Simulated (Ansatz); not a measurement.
# Rh: the cost of one run

Program: Ansatz 0.2.0. Level of theory: DFT r2SCAN, scalar-relativistic, plane waves, PAW. These are calculated values, not measurements.

**1. The structure to begin with**

It takes space group Cmce (No. 64, orthorhombic). Conventional cell: a = 4.091 Å, b = 6.933 Å, c = 4.096 Å, α = 90.00°, β = 90.00°, γ = 90.00°. Around Rh (site symmetry m) lie 7 Rh at 2.21 to 2.53 Å.

Coordinates:

```
CELL_PARAMETERS angstrom
2.04535 -3.46649 0.00000
2.04535 3.46649 0.00000
0.00000 0.00000 4.09614
ATOMIC_POSITIONS crystal
Rh 0.15250 0.84750 0.07850
Rh 0.65250 0.34750 0.42150
Rh 0.84750 0.15250 0.92150
Rh 0.34750 0.65250 0.57850
```

(A quick probe on a coarse mesh, which set the mesh and smearing, is not shown.)

**3. Rough relaxation on the coarse mesh**

The input, input.yaml:

```yaml
crystal:
  lattice:
    - [2.0453516453, -3.4664917326, 0.0]
    - [2.0453516453, 3.4664917326, 0.0]
    - [0.0, 0.0, 4.0961446234]
  atoms:
    - { symbol: Rh, position: [0.1525, 0.8475, 0.0785] }
    - { symbol: Rh, position: [0.6525, 0.3475, 0.4215] }
    - { symbol: Rh, position: [0.8475, 0.1525, 0.9215] }
    - { symbol: Rh, position: [0.3475, 0.6525, 0.5785] }
basis:
  ecutwfc: 500
kpoints:
  mp_grid: { grid: [6, 6, 4] }
hamiltonian:
  xc: r2scan
scf:
  occupations: { method: gaussian, width: 0.1 }
  lower_state_search: "off"
output:
  forces: true
  stress: true
  eigenvalues: true
relax:
  adjacent_minimum: "off"
  f_tol: 0.04
  max_steps: 70
  cell: { stress_tol: 0.4 }
```

What time and memory should one allow on 1 thread of an x86-64 CPU, shared host?

About 3.7 min, with a peak of 0.62 GiB.
